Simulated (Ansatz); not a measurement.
Run this with Ansatz 0.2.0 through its Python package and show what comes out.

`h4sn.xyz`
```text
5

Sn    0.04080   -0.05110    0.00840
H     0.84840   -0.89510    1.23700
H    -1.63400    0.42280    0.56850
H    -0.08590   -0.99380   -1.43730
H     0.88050    1.44360   -0.41800
```

Script `run_relaxed_scan.py`:
```python
"""Relaxed scan of one distance in H4Sn."""

import warnings

import ansatz as az
import numpy as np


def main() -> None:
    warnings.simplefilter("ignore", az.DeckWarning)

    h4sn = az.Crystal.molecule_from_extxyz("h4sn.xyz")

    setup = h4sn.calculation()
    setup = setup.basis(gaussian="def2-SVP")
    setup = setup.functional("hf")
    symbols = [site.symbol for site in h4sn.cartesian_sites]
    pairs = [(0, 1), (0, 2), (0, 3), (0, 4)]
    print("held (A)   E (eV)        ", "  ".join(f"{symbols[i]}{i}-{symbols[j]}{j}" for i, j in pairs))
    for length in [1.56, 1.7, 1.83, 2.03, 2.29]:
        data = setup.relax(constraints=[az.DistanceConstraint((0, 1), at=length)], force_tolerance=0.02, max_steps=60).run(threads=1).report
        xyz = np.array(data["positions_ang"])
        print(f"{length:6.2f} {data['free_energy_ev']:14.5f}  ", "  ".join(f"{np.linalg.norm(xyz[i] - xyz[j]):.3f}" for i, j in pairs))


if __name__ == "__main__":
    main()
```

Output of `python run_relaxed_scan.py`:
```text
held (A)   E (eV)         Sn0-H1  Sn0-H2  Sn0-H3  Sn0-H4
  1.56    -5867.47579   1.560  1.711  1.711  1.711
  1.70    -5867.67649   1.700  1.709  1.709  1.709
  1.83    -5867.58372   1.830  1.707  1.707  1.707
  2.03    -5867.15832   2.030  1.705  1.705  1.705
  2.29    -5866.39295   2.290  1.702  1.701  1.701
```

Reading the output:
- Total energies depend on the basis set; only differences at equal settings carry meaning.
- The energies are electronic: no zero-point or thermal terms, and the basis set is short of its limit.
- def2 sets replace the cores of elements past krypton by effective core potentials.
- The script silences the warnings on its input, which a real study should read.
- Timing: 13 s on 1 thread of Arm Neoverse V2, on a shared host, peak memory 0.16 GiB.
